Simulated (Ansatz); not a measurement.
# C2H4BN: taking an electron away

One table from this session's results is given with a row withheld; the runs are named, their logs left out.

Program: Ansatz 0.2.0, Gaussian basis. Level of theory: unrestricted cation, the program's frozen cores in correlated methods. These are calculated values, not measurements.

Plan: UKS PBE-D4/def2-TZVPP; UKS r2SCAN-D4/def2-TZVPP; UKS PBE0-D4/def2-TZVPP; UKS B3LYP-D4/def2-TZVPP; UKS wB97X-V/def2-TZVPP; UKS wB97M-V/def2-TZVPP; UKS B2PLYP/def2-TZVPP; UHF-CCSD(T)/def2-TZVPP; UHF-MP2/def2-QZVPP; extrapolation to the limit; then −ε(HOMO) from the neutral's earlier runs with LDA (SPW92), PBE-D4, revPBE-D4, BLYP-D4, r2SCAN-D4, B97M-V, PBE0-D4, B3LYP-D4, r2SCANh-D4, r2SCAN0-D4, HSE06-D4, BHLYP-D4, CAM-B3LYP-D4, LC-ωPBE, ωB97X-V, ωB97M-V.

### Structure used throughout

The geometry comes from an earlier relaxation with PBE0-D4 in a triple-zeta def2 set; it is a stationary point, not always the lowest conformer.

SMILES `BN=C=C`, 8 atoms, charge 0, spin multiplicity 1.

Atoms are counted from 1 here; the program's logs count them from 0.

Bond lengths: B1–N2 1.378 Å, B1–H5 1.194 Å, B1–H6 1.194 Å, N2–C3 1.195 Å, C3–C4 1.309 Å, C4–H7 1.081 Å, C4–H8 1.081 Å. Angles: N2–B1–H5 118.5°, N2–B1–H6 118.5°, H5–B1–H6 123.0°, B1–N2–C3 180.0°, N2–C3–C4 180.0°, C3–C4–H7 120.2°, C3–C4–H8 120.2°, H7–C4–H8 119.6°.

The first run:

The input, in.yaml:

```yaml
crystal:
  periodic: [false, false, false]
  atoms:
    - {symbol: B, position_ang: [-0.734758, 1.688356, -0.592746]}
    - {symbol: N, position_ang: [-0.205503, 0.486121, -0.177361]}
    - {symbol: C, position_ang: [0.253560, -0.556952, 0.183021]}
    - {symbol: C, position_ang: [0.756170, -1.698973, 0.577560]}
    - {symbol: H, position_ang: [-0.924148, 1.855052, -1.760089]}
    - {symbol: H, position_ang: [-0.983463, 2.516830, 0.230732]}
    - {symbol: H, position_ang: [0.991522, -2.468439, -0.144970]}
    - {symbol: H, position_ang: [0.938719, -1.879096, 1.628153]}
basis:
  gaussian: {orbitals: def2-TZVPP}
total_charge: 1
magnetization: {spin_polarized: true, initial_magnetization: 1}
hamiltonian: {xc: pbe, dispersion: d4}
```

On the command line:

```console
$ ansatz run in.yaml --threads 2 --pin off --events-out ev --progress --plain --max-ram 4352MiB
```

Steps of the session up to this table: Cation, UKS PBE-D4/def2-TZVPP; Cation, UKS r2SCAN-D4/def2-TZVPP; Cation, UKS PBE0-D4/def2-TZVPP; Cation, UKS B3LYP-D4/def2-TZVPP; Cation, UKS wB97X-V/def2-TZVPP; Cation, UKS wB97M-V/def2-TZVPP; Cation, UKS B2PLYP (frozen core)/def2-TZVPP; Cation, UHF-CCSD(T)/def2-TZVPP; Cation, UHF-MP2/def2-QZVPP.

One table of the session follows, with a row left open; its other results are not shown here.

It belongs to the step «Ionisation energies side by side». For comparison, −ε(HOMO) of the neutral from earlier runs:

```
  functional  −ε(HOMO) (eV)
 LDA (SPW92)           6.21
      PBE-D4           6.01
   revPBE-D4           5.94
     BLYP-D4           5.84
   r2SCAN-D4           6.15
      B97M-V           6.16
     PBE0-D4           7.03
    B3LYP-D4           6.82
  r2SCANh-D4              ?
  r2SCAN0-D4           7.13
    HSE06-D4           6.64
    BHLYP-D4           7.92
CAM-B3LYP-D4           8.27
     LC-ωPBE           9.57
     ωB97X-V           9.20
     ωB97M-V           9.13
```

Estimate the missing values for r2SCANh-D4.

Worked estimate for «−ε(HOMO) (eV)». Against the share of exact exchange, r2SCAN-D4 (0, 6.15), r2SCAN0-D4 (0.25, 7.13) give a slope of 3.92 per unit share; at 0.1 the line stands at 6.54.

The run gave: −ε(HOMO) (eV): 6.54. In «−ε(HOMO) (eV)» the line misses by 0.00.
